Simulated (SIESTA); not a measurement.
Cu, a slab with vacuum:

```xyz
6
Lattice="2.5037 0.0000 0.0000 -1.2518 2.1682 0.0000 0.0000 0.0000 24.5756" Properties=species:S:1:pos:R:3 pbc="T T T"
Cu    0.0000    1.4455   17.4581
Cu    1.2518    0.7227   13.3202
Cu    0.0000    0.0000   15.3901
Cu    0.0000    1.4455   11.2554
Cu    1.2518    0.7227    7.1174
Cu    0.0000    0.0000    9.1855
```

The slab is cut from a database's or a generator's crystal, which needn't be the stable form of the element.

```yaml
Program: SIESTA 5.4.2
Task: single point
Functional: PBEsol
Potentials_or_basis: PseudoDojo 0.4 standard (PBEsol files)
Basis: DZP (energy shift 0.003 Ry; two zetas on semicore shells)
Grid_cutoff: 800 Ry
Energy_shift: 0.003 Ry
k_mesh: 12 × 12 × 2
Occupations: fermi-dirac, width 0.05 eV
Spin: no spin polarisation
```

On this cell: largest force 0.105 eV/Å; band gap on the k mesh none (metal or under the smearing width).

The same run follows on a disturbed copy (atoms moved at random, drawn with an rms of 0.05 Å):

```
Cu
1.0
     2.50366    0.00000    0.00000
    -1.25183    2.16823    0.00000
     0.00000    0.00000   24.57559
Cu
6
Direct
  0.32875 0.66717 0.70947
  0.65119 0.32247 0.54485
  0.99820 0.99564 0.62725
  0.33001 0.66004 0.45718
  0.66734 0.33265 0.28989
  0.01438 0.00064 0.37422
```

Task: What does the disturbed cell give?

Result: The energy (extrapolated to zero smearing) moves by +4.0 meV/atom; largest force 0.527 eV/Å; band gap on the k mesh none (metal or under the smearing width).

Forces on the atoms (eV/Å):
```
Cu   0.017 -0.011  0.108
Cu   0.045  0.022 -0.525
Cu  -0.047 -0.004  0.001
Cu   0.014  0.005  0.450
Cu   0.026  0.002  0.125
Cu  -0.055 -0.013 -0.159
```

Stress tensor (GPa, compression positive):
```
-0.27 -0.03  0.01
-0.03 -0.28 -0.03
 0.01 -0.03 -0.77
```

Caveats: short orbitals over semicore shells can move pressures by several GPa; the basis of atomic orbitals isn't converged, which shifts pressures, moduli and gaps.
